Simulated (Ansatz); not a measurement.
# OsCl4: the cost of one run

Method: DFT LDA+U (U_eff = 6 eV on Os d), plane waves, PAW, no spin–orbit coupling unless a run says so, in Ansatz 0.2.0.

### 1 The starting structure

Symmetry: Cmmm, No. 65, orthorhombic system. The conventional cell has a = 7.929 Å, b = 8.326 Å, c = 3.560 Å, α = 90.00°, β = 90.00°, γ = 90.00°. Around Os (site symmetry mmm) lie 6 Cl at 2.26 to 2.38 Å. Cl (site symmetry m2m) has 2 Os at 2.38 Å as nearest neighbours. Cl (site symmetry 2mm) is surrounded by 1 Os at 2.26 Å.

As a file:

```xyz
5
Lattice="3.9645 -4.1630 0.0000 3.9645 4.1630 0.0000 0.0000 0.0000 3.5600" Properties=species:S:1:pos:R:3 pbc="T T T"
Os    0.0000    0.0000    0.0000
Cl    3.9645   -2.5861    1.7800
Cl    3.9645    2.5861    1.7800
Cl    2.2614    0.0000    0.0000
Cl    5.6676    0.0000    0.0000
```

An earlier series on this cell reached its lowest free state from «total moment held at first, then free, 2.00 μB per cell», perhaps among other starts.

### 2 Ferromagnetic start, free, default search

input.yaml reads:

```yaml
crystal:
  lattice:
    - [3.9645, -4.163, 0.0]
    - [3.9645, 4.163, 0.0]
    - [0.0, 0.0, 3.56]
  atoms:
    - { symbol: Os, position: [0.0, 0.0, 0.0], spin: 4.0 }
    - { symbol: Cl, position: [0.8106, 0.1894, 0.5] }
    - { symbol: Cl, position: [0.1894, 0.8106, 0.5] }
    - { symbol: Cl, position: [0.2852, 0.2852, 0.0] }
    - { symbol: Cl, position: [0.7148, 0.7148, 0.0] }
basis:
  ecutwfc: 420
  ecutrho_ratio: 4
kpoints:
  mp_grid: { grid: [4, 4, 5] }
hamiltonian:
  xc: lda
  hubbard: { sites: [{ site: 0, l: d, u_eff: 6.0 }] }
scf:
  occupations: { method: gaussian, width: 0.05 }
output:
  forces: true
  stress: true
  eigenvalues: true
  populations: true
  hubbard: { sites: [{ site: 0, l: d }] }
magnetization:
  spin_polarized: true
```

Run with:

```bash
ansatz run input.yaml --threads 4 --pin off --max-ram 6144MiB --backend cpu --events-out ev --progress --plain --runs-dir out
```

**Question.** How long does this run take on 4 threads of Arm Neoverse V1, shared host, and how much memory does it need?

About 29 s, with a peak of 0.77 GiB.
